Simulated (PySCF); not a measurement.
# A gas-phase reaction: AlH3O3 + BH3 → AlBH4O3 + H2

Aim: the reaction energy of `[OH][Al]([OH])[OH]` + `B` → `B[O][Al]([OH])[OH]` + `[H][H]`.

Computed with PySCF 2.14.0; each step states its level. No surroundings beyond the atoms listed, unless a continuum is named. Atoms count from 0, parts from 1.

## 1. The system as given

Each species was relaxed by itself at PBE0-D3(BJ)/def2-SVPD.

## 2. Energies of the species: wB97M-D3(BJ)/def2-TZVPD

Job settings and geometry (Å):

```
{"job": {"kind": "react", "xc": "wB97M-D3(BJ)", "basis": "def2-TZVPD"}, "charge": 0, "multiplicity": 1}
-1 AlH3O3 charge 0 multiplicity 1
O     -0.072700    -0.094030     1.704760
Al     0.016480     0.011990     0.006910
O      1.451780    -0.424960    -0.800420
O     -1.329540     0.554280    -0.885320
H     -0.844040     0.137790     2.221500
H      2.242070    -0.737870    -0.360530
H     -1.344220     0.643630    -1.837960

-1 BH3 charge 0 multiplicity 1
B      0.002920    -0.000330    -0.000630
H     -0.698940     0.893410     0.397290
H     -0.371530    -1.141780     0.080740
H      1.079330     0.247420    -0.479880

+1 AlBH4O3 charge 0 multiplicity 1
O     -0.806930     2.108750     0.430640
Al    -0.598900     0.589560    -0.297560
O     -1.527280     0.149740    -1.651780
O      0.551670    -0.453120     0.372240
B      1.486210    -1.251160     0.892580
H     -1.436030     2.763020     0.127620
H     -1.478660    -0.681020    -2.122950
H      1.183840    -2.039930     1.764170
H      2.627860    -1.185100     0.485200

+1 H2 charge 0 multiplicity 1
H      0.379970    -0.012190    -0.010280
H     -0.379970     0.012190     0.010280
```

Method: wB97M-D3(BJ)/def2-TZVPD reaction energy of separated species, gas phase.

Launch:

```console
$ OMP_NUM_THREADS=1 python cluster_run.py task.json out
```

One launch serves the whole session: the jobs run in the order shown.

**Question.** The jobs that follow are: PBE0-D3(BJ)/def2-TZVPD reaction energy of separated species, gas phase. Predict: reaction energy (wB97M-D3(BJ)/def2-TZVPD); ΔH, ΔG at 298 K (xTB thermal terms). Thermal terms come from harmonic xTB runs on each species.

The runs gave:

| quantity | value |
| --- | --- |
| reaction energy (wB97M-D3(BJ)/def2-TZVPD) | -29.73 kcal/mol |
| ΔH, ΔG at 298 K (xTB thermal terms) | -32.6, -31.8 kcal/mol |
| range of the reaction energy over the runs of this table | -30.02 to -29.73 kcal/mol |

The reaction is exothermic by 32.6 kcal/mol in the gas phase; dispersion gives -0.36, and xTB itself gave -20.37 for the electronic energy (xTB energies and thermal terms come from the earlier relaxation of each species, not shown). No barrier was sought. The reaction energy runs from -30.02 (PBE0-D3(BJ)/def2-TZVPD) to -29.73 kcal/mol (wB97M-D3(BJ)/def2-TZVPD).
